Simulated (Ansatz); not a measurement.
**Al2InN3: a line through a two-coordinate scan**

How does the energy of Al₂InN₃ (Cmc2_1, No. 36; 12 atoms in the cell) vary with volume per atom, at stretch along b over the lengths across it = 0.948?

Computed with Ansatz 0.2.0 (DFT PBE, scalar-relativistic, plane waves, PAW, unless a step's input says otherwise).

16 further runs of the same task are left out: 16 set aside as unsound or not needed.

## (1) The structure to begin with

Symmetry: Cmc2_1, No. 36, orthorhombic system. The conventional cell has a = 9.833 Å, b = 5.655 Å, c = 5.249 Å, α = 90.00°, β = 90.00°, γ = 90.00°. Around Al (site symmetry 1) lie 4 N at 1.90 to 1.92 Å. In (site symmetry m) has 4 N at 2.18 to 2.20 Å as nearest neighbours. Around N (site symmetry 1) lie 3 Al at 1.90 to 1.92 Å and 1 In at 2.18 Å. N (site symmetry m) has 2 Al at 1.91 Å and 2 In at 2.19 to 2.20 Å as nearest neighbours.

Coordinates:

```xyz
12
Lattice="4.9166 -2.8275 0.0000 4.9166 2.8275 0.0000 0.0000 0.0000 5.2491" Properties=species:S:1:pos:R:3 pbc="T T T"
Al    1.6879    0.9230    5.2057
Al    8.1452    0.9230    5.2057
Al    8.1452   -0.9230    2.5812
Al    1.6879   -0.9230    2.5812
In    4.9166    1.0062    5.1808
In    4.9166   -1.0062    2.5563
N     1.8210    0.8394    1.8671
N     8.0121    0.8394    1.8671
N     8.0121   -0.8394    4.4916
N     1.8210   -0.8394    4.4916
N     4.9166    1.1410    2.1318
N     4.9166   -1.1410    4.7564
```

It goes back to an entry of the Materials Project, which need not be the stable form.

This cell was relaxed beforehand with the same method: volume 12.16 Å³/atom, gap on the mesh 2.16 eV.

## (2) Plan of the line

The energy is mapped over volume and the cell's shape.

- volume per atom: 7 values from 10.70 to 13.62 Å³
- stretch along b over the lengths across it, relative to the relaxed cell: 7 values from 0.923 to 1.083

Nothing else is relaxed (fractional coordinates fixed). Energies count from the relaxed crystal. Points are written as (first, second).

## (3) The run at (10.70 Å³, 0.948)

input.yaml reads:

```yaml
crystal:
  lattice:
    - [4.7961565183, -2.6148667567, 0.0]
    - [4.7961565183, 2.6148667567, 0.0]
    - [0.0, 0.0, 5.1205176153]
  atoms:
    - { symbol: Al, position: [0.0084427086, 0.3348641725, 0.9917411822] }
    - { symbol: Al, position: [0.6651358275, 0.9915572914, 0.9917411822] }
    - { symbol: Al, position: [0.9915572914, 0.6651358275, 0.4917411822] }
    - { symbol: Al, position: [0.3348641725, 0.0084427086, 0.4917411822] }
    - { symbol: In, position: [0.3220722962, 0.6779277038, 0.9869930315] }
    - { symbol: In, position: [0.6779277038, 0.3220722962, 0.4869930315] }
    - { symbol: "N", position: [0.0367610679, 0.3336262977, 0.355696391] }
    - { symbol: "N", position: [0.6663737023, 0.9632389321, 0.355696391] }
    - { symbol: "N", position: [0.9632389321, 0.6663737023, 0.855696391] }
    - { symbol: "N", position: [0.3336262977, 0.0367610679, 0.855696391] }
    - { symbol: "N", position: [0.2982358752, 0.7017641248, 0.4061317922] }
    - { symbol: "N", position: [0.7017641248, 0.2982358752, 0.9061317922] }
basis:
  ecutwfc: 520.0
kpoints:
  mp_grid: { grid: [6, 6, 6] }
hamiltonian:
  xc: pbe
  pseudopotentials: { kind: paw, azcp: { folder: soft_1 } }
scf:
  occupations: { method: gaussian, width: 0.05 }
output:
  forces: true
  stress: true
  eigenvalues: true
```

The run is started by

```sh
$ ansatz run input.yaml --threads 4 --pin off --max-ram 8192MiB --backend cpu --events-out ev --progress --plain --runs-dir out
```

Further runs follow: the other points of the line.

What does the calculation give? Wanted: for each run, volume per atom; energy; slope; pressure; largest force on an atom.

The runs gave:

```
volume per atom (Å³)  step  energy (meV/atom)  slope (meV/atom per Å³)  pressure (GPa)  band gap on the k-mesh (eV)  largest force on an atom (eV/Å)
               10.70     3                141                     −179            28.7                         2.79                             1.15
               11.19     4                 72                     −108            17.3                         2.53                             0.95
               11.68     5                 34                      −50             8.1                         2.29                             0.79
               12.16     6                 21                       −3             0.5                         2.06                             0.64
               12.65     7                 29                       35            −5.6                         1.85                             0.52
               13.13     8                 54                       66           −10.6                         1.65                             0.41
               13.62     –                 93                       92           −14.7                         1.46                             0.34
```

Energies count from the relaxed crystal. Rows without a step come from runs not printed here or follow by symmetry. Slopes come from the forces (and the stress, where the cell changes), not from differences of energies.

**Reading.** Along the line the energy is lowest at 12.16 Å³, 21 meV/atom from the zero. Energies and slopes round the minimum, fitted together, put the minimum at 12.198 Å³, with a curvature of about 86 meV/atom per (Å³)². V·d²E/dV² there is about 170 GPa, a bulk modulus under this line's constraint. The well is lopsided: two grid steps out, the energy rises by 51 meV/atom towards smaller values and 33 meV/atom towards larger ones. The highest point computed, at 10.70 Å³, lies 120 meV/atom above the lowest. This is one cut through a surface in two coordinates; the map's lowest point lies off it.

These are semilocal Kohn-Sham gaps, which aren't the measured quantity. Such gaps usually fall short of the measured ones.
